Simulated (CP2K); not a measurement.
# B2H4S2 (SMILES BSBS) at GFN2-xTB

Aim: the vertical electron affinity of B2H4S2 at GFN2-xTB, from 2 runs. 

Program for the calculation: CP2K 2026.2.

1 further run of the same task is left out (set aside as unsound or not needed).

### 1 The molecule

The species is B2H4S2 (8 atoms), meant as a singlet with charge 0. SMILES: `BSBS`. Geometry: relaxed at GFN2-xTB. This is one conformer, not always the lowest.

Bond lengths: B1–S2 1.766 Å, S2–B3 1.806 Å, B3–S4 1.774 Å, B1–H5 1.167 Å, B1–H6 1.166 Å, B3–H7 1.167 Å, S4–H8 1.330 Å. Angles: B1–S2–B3 104.7°, S2–B3–S4 119.0°, S2–B1–H5 120.5°, S2–B1–H6 117.0°, S2–B3–H7 120.8°, S4–B3–H7 120.2°, B3–S4–H8 98.1°, H5–B1–H6 122.5°.

### 2 Energy and gradient at GFN2-xTB

Contents of job.inp:

```
&global
  project job
  run_type ENERGY_FORCE
  print_level MEDIUM
&end global

&force_eval
  method QS
  &dft
    &qs
      method XTB
      eps_default 1.0E-10
      &xtb
        gfn_type TBLITE
        &tblite
          method GFN2
        &end tblite
        check_atomic_charges F
      &end xtb
    &end qs
    ! cluster boundary conditions
    &poisson
      periodic NONE
      poisson_solver ANALYTIC
    &end poisson
    ! self-consistent field
    &scf
      scf_guess ATOMIC
      eps_scf 1.0E-06
      max_scf 150
      added_mos 8
      &diagonalization
        algorithm STANDARD
      &end diagonalization
      &mixing
        method DIRECT_P_MIXING
        alpha 0.4
      &end mixing
      &smear ON
        method FERMI_DIRAC
        electronic_temperature [K] 300
      &end smear
    &end scf
    ! extra output
    &print
      &moments
        periodic F
        reference COM
        max_moment 1
      &end moments
      &mo ON
        energies T
        occupation_numbers T
        ndigits 6
        &each
          qs_scf 0
        &end each
        add_last NUMERIC
      &end mo
      &hirshfeld OFF
      &end hirshfeld
    &end print
  &end dft
  ! atoms, cell and kinds
  &subsys
    ! vacuum box
    &cell
      abc 9.5 13.9 11.3
      periodic NONE
    &end cell
    &coord
      B      4.373990     8.794060     4.973405
      S      4.309910     7.877130     6.481085
      B      4.941570     6.240950     6.050795
      S      5.008060     4.987560     7.303865
      H      4.776010     8.298550     3.996135
      H      3.996710     9.896520     5.007375
      H      5.299190     6.005350     4.965175
      H      5.503290     4.003480     6.558125
    &end coord
  &end subsys
  ! extra output
  &print
    &forces ON
    &end forces
  &end print
&end force_eval
```

The run is started by

```bash
$ OMP_NUM_THREADS=1 cp2k.psmp -i job.inp -o job.out
```

The program printed (excerpt; [...] marks lines left out):

```text
CP2K| version string:                                       CP2K version 2026.2
[...]
 GLOBAL| Method name                                                        CP2K
[...]
 GLOBAL| Run type                                                   ENERGY_FORCE
[...]
                             - Atoms:                                          8
[...]
                             - Spherical basis functions:                     30
[...]
 Number of electrons:                                                         22
[...]
  *** SCF run converged in    17 steps ***
[...]
  Fermi energy:                                                -0.31362217677379
[...]
 TB_DIPOLE| Moment [Debye]          0.65489928      -1.19426589      -1.10766209
 TB_DIPOLE| Derivative [a.u.]       0.00000000       0.00000000       0.00000000
[...]
 ENERGY| Total FORCE_EVAL ( QS ) energy [hartree]            -11.051347025550573
 FORCES| Atomic forces [hartree/bohr]
 FORCES|   Atom     x               y               z               |f|
 FORCES|      1 -7.61405468E-05  2.39948926E-05 -5.88937831E-06   8.00488758E-05
 FORCES|      2  5.96170018E-05 -5.05169143E-05 -2.36707283E-04   2.49271907E-04
 FORCES|      3 -1.16200429E-04  3.34106001E-05  1.18138260E-04   1.69042765E-04
 FORCES|      4 -2.18983267E-05  1.52450211E-04 -2.05792593E-04   2.57043177E-04
 FORCES|      5  1.70124787E-05 -7.29822160E-05  1.12849271E-04   1.35465074E-04
 FORCES|      6  9.67789846E-05 -5.77211821E-05  9.24774091E-05   1.45773722E-04
 FORCES|      7 -7.10436037E-05 -3.35452285E-05  1.22985226E-04   1.45937801E-04
 FORCES|      8  1.11874441E-04  4.90983693E-06  1.93908856E-06   1.11998916E-04
 FORCES| Sum    -3.87602277E-18  6.35206948E-17 -5.22653210E-17
 FORCES| Total atomic force                                       8.23502641E-17
[...]
```

Run time: 0.88 s. Hardware: 1 thread of AMD EPYC 9R45 (Zen 5), shared host; peak memory 0.19 GiB.

### 3 The doublet anion at the same level

Contents of job.inp:

```
&GLOBAL
  PROJECT job
  RUN_TYPE ENERGY_FORCE
  PRINT_LEVEL MEDIUM
&END GLOBAL
&FORCE_EVAL
  METHOD Quickstep
  &DFT
    CHARGE -1
    MULTIPLICITY 2
    LSD T
    &QS
      METHOD XTB
      EPS_DEFAULT 1.0E-10
      &XTB
        GFN_TYPE TBLITE
        &TBLITE
          METHOD GFN2
        &END TBLITE
        CHECK_ATOMIC_CHARGES F
      &END XTB
    &END QS
    # no periodic images
    &POISSON
      PERIODIC NONE
      POISSON_SOLVER ANALYTIC
    &END POISSON
    # self-consistent field
    &SCF
      SCF_GUESS ATOMIC
      EPS_SCF 1.0E-06
      MAX_SCF 150
      ADDED_MOS 4
      &DIAGONALIZATION
        ALGORITHM STANDARD
      &END DIAGONALIZATION
      &MIXING
        METHOD DIRECT_P_MIXING
        ALPHA 0.4
      &END MIXING
      &SMEAR ON
        METHOD FERMI_DIRAC
        ELECTRONIC_TEMPERATURE [K] 300
      &END SMEAR
    &END SCF
    # extra output
    &PRINT
      &MOMENTS
        PERIODIC F
        REFERENCE COM
        MAX_MOMENT 1
      &END MOMENTS
      &MO ON
        ENERGIES T
        OCCUPATION_NUMBERS T
        NDIGITS 6
        &EACH
          QS_SCF 0
        &END EACH
        ADD_LAST NUMERIC
      &END MO
      &HIRSHFELD OFF
      &END HIRSHFELD
    &END PRINT
  &END DFT
  # atoms, cell and kinds
  &SUBSYS
    # box in angstrom
    &CELL
      ABC 9.5 13.9 11.3
      PERIODIC NONE
    &END CELL
    &COORD
      B      4.373990     8.794060     4.973405
      S      4.309910     7.877130     6.481085
      B      4.941570     6.240950     6.050795
      S      5.008060     4.987560     7.303865
      H      4.776010     8.298550     3.996135
      H      3.996710     9.896520     5.007375
      H      5.299190     6.005350     4.965175
      H      5.503290     4.003480     6.558125
    &END COORD
  &END SUBSYS
  # extra output
  &PRINT
    &FORCES ON
    &END FORCES
  &END PRINT
&END FORCE_EVAL
```

The run is started by

```bash
$ OMP_NUM_THREADS=1 cp2k.psmp -i job.inp -o job.out
```

The program printed (excerpt; [...] marks lines left out):

```text
CP2K| version string:                                       CP2K version 2026.2
[...]
 GLOBAL| Method name                                                        CP2K
[...]
 GLOBAL| Run type                                                   ENERGY_FORCE
[...]
                             - Atoms:                                          8
[...]
                             - Spherical basis functions:                     30
[...]
 Number of electrons:                                                         12
[...]
  *** SCF run converged in    18 steps ***
[...]
  Fermi energy:                                                -0.04792230467756
[...]
 TB_DIPOLE| Moment [Debye]          0.59641751      -2.89454283       1.35292169
 TB_DIPOLE| Derivative [a.u.]       0.00000000       0.00000000       0.00000000
[...]
 ENERGY| Total FORCE_EVAL ( QS ) energy [hartree]            -11.220997625926017
 FORCES| Atomic forces [hartree/bohr]
 FORCES|   Atom     x               y               z               |f|
 FORCES|      1 -1.16936416E-03  4.52278331E-03 -1.19286348E-03   4.82140070E-03
 FORCES|      2  1.31604531E-03 -7.60521064E-03  3.66702224E-03   8.54507205E-03
 FORCES|      3 -4.61075355E-03  2.64539374E-02 -1.37985928E-02   3.01905783E-02
 FORCES|      4  2.15020356E-03 -2.60551527E-02  2.37606755E-02   3.53279501E-02
 FORCES|      5  2.68450658E-03 -3.02159646E-03 -7.03572972E-03   8.11406886E-03
 FORCES|      6 -2.50340121E-03  8.31860770E-03 -2.12197365E-04   8.68972263E-03
 FORCES|      7  2.10018488E-03 -2.94219831E-03 -4.71257415E-03   5.93933183E-03
 FORCES|      8  3.25785737E-05  3.28829668E-04 -4.75740222E-04   5.79240082E-04
 FORCES| Sum    -2.51263853E-17 -2.55871713E-17  1.34441069E-17
 FORCES| Total atomic force                                       3.82985977E-17
[...]
```

Wall time 0.9 s (1 thread of AMD EPYC 9R45 (Zen 5), shared host); peak memory 0.19 GiB.

### 4 Summary of results

At GFN2-xTB:

```
                                                 quantity         value
                             singlet B2H4S2: total energy  -11.05135 Eh
singlet B2H4S2: dipole moment (from atomic charges alone)        1.76 D
                              singlet B2H4S2: HOMO energy     -11.00 eV
                              singlet B2H4S2: LUMO energy      -7.64 eV
                            singlet B2H4S2: HOMO–LUMO gap       3.36 eV
                 singlet B2H4S2: largest force on an atom    0.013 eV/Å
                              doublet anion: total energy  -11.22100 Eh
        doublet anion: HOMO energy (highest over α and β)      -1.56 eV
         doublet anion: LUMO energy (lowest over α and β)      -1.04 eV
                  doublet anion: largest force on an atom    1.817 eV/Å
        vertical electron affinity (to the doublet anion)      4.616 eV
```

At fixed nuclei the extra electron is bound by 4.62 eV (106 kcal/mol). A minimal valence basis can't be trusted even for the sign of an electron affinity. No empirical shift is applied, and without it xTB methods put this difference several eV too high. The dipole (singlet B2H4S2) comes from point charges on the atoms alone, without atomic dipoles, so it is partial.
